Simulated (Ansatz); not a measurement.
# HfC+ (doublet): from Hartree-Fock to the top rungs, def2-SVP

Aim: climb from Hartree-Fock through coupled cluster for HfC+ (doublet) at one geometry and basis, and see what each rung misses.

Method: def2-SVP, core rule «outside noble gas», up to 5 orbitals frozen; program: Ansatz 0.2.0, Gaussian basis.

Plan: UHF; CCSD(T) on ROHF; CCSD(T) on UHF; CISD; CCSDT(Q) on ROHF; CCSDT(Q) on UHF; CISDTQ; CCSDTQ on ROHF; CCSDTQ on UHF; Full CI.

7 further runs of the same task are left out: 5 for a known fault of the program, 2 set aside as unsound or not needed.

## Step 1: What is computed

The geometry is a PBE0/def2-TZVP stationary point (not a proven minimum). No spin-orbit coupling is included. Elements past krypton take def2 core potentials.

2 atoms, charge 1, spin multiplicity 2.

Atoms are counted from 1 here; the program's logs count them from 0.

Bond lengths: Hf1–C2 1.779 Å.

## Step 2: UHF

in.yaml reads:

```yaml
crystal:
  periodic: [false, false, false]
  atoms:
    - {symbol: Hf, position_ang: [0.000000, 0.000000, 0.000000]}
    - {symbol: C, position_ang: [0.000000, 0.000000, 1.779000]}
basis:
  gaussian: {orbitals: def2-SVP}
total_charge: 1
magnetization: {spin_polarized: true, initial_magnetization: 1}
hamiltonian: {xc: hf}
output: {orbitals: {seedname: orbitals}}
```

On the command line:

```console
$ ansatz run in.yaml --threads 1 --pin off --events-out ev --progress --plain --max-ram 3956MiB --backend cpu
```

After this run come: CCSD(T) on ROHF; CCSD(T) on UHF; CISD; CCSDT(Q) on ROHF; CCSDT(Q) on UHF; CISDTQ; CCSDTQ on ROHF; CCSDTQ on UHF; Full CI.

Before running them: what should the planned runs give, taken together? Wanted: FCI below the RHF energy; RMP2 from FCI; UMP2 from FCI; RCCSD from FCI; RCCSD(T) from FCI; UCCSD(T) from FCI; RCCSDT(Q) from FCI; UCCSDT(Q) from FCI; T1 diagnostic.

**Answer**, as computed:

| quantity | value |
| --- | --- |
| FCI below the RHF energy | -5.7996 eV |
| RMP2 from FCI | +353.8 meV |
| UMP2 from FCI | +1266.2 meV |
| RCCSD from FCI | +402.0 meV |
| RCCSD(T) from FCI | +60.8 meV |
| UCCSD(T) from FCI | +82.3 meV |
| RCCSDT(Q) from FCI | +2.7 meV |
| UCCSDT(Q) from FCI | -8.1 meV |
| levels within 1 kcal/mol (43 meV) | UCCSDT, RCCSDT(Q), UCCSDT(Q), RCCSDTQ, UCCSDTQ |
| T1 diagnostic | 0.050 |
| effectively unpaired electrons | 1.18 |

**Reading.** RCCSD(T) lands +60.8 meV from the yardstick (1.0 % of the correlation energy). CCSD(T) misses by +60.8 meV on the restricted determinant and by +82.3 meV on the unrestricted one; the two need not hold the same state or core. UCCSDT(Q) falls below full CI: unrestricted runs freeze a spin-polarised core, another one than full CI's, and coupled cluster isn't variational. The occupations are near whole numbers, but T1 = 0.050 shows that the orbitals relax strongly. Coupled cluster took another determinant than the lowest Hartree-Fock one. These misses are within one basis, not against nature; the frozen cores of restricted and unrestricted runs differ, which can shift their rows.
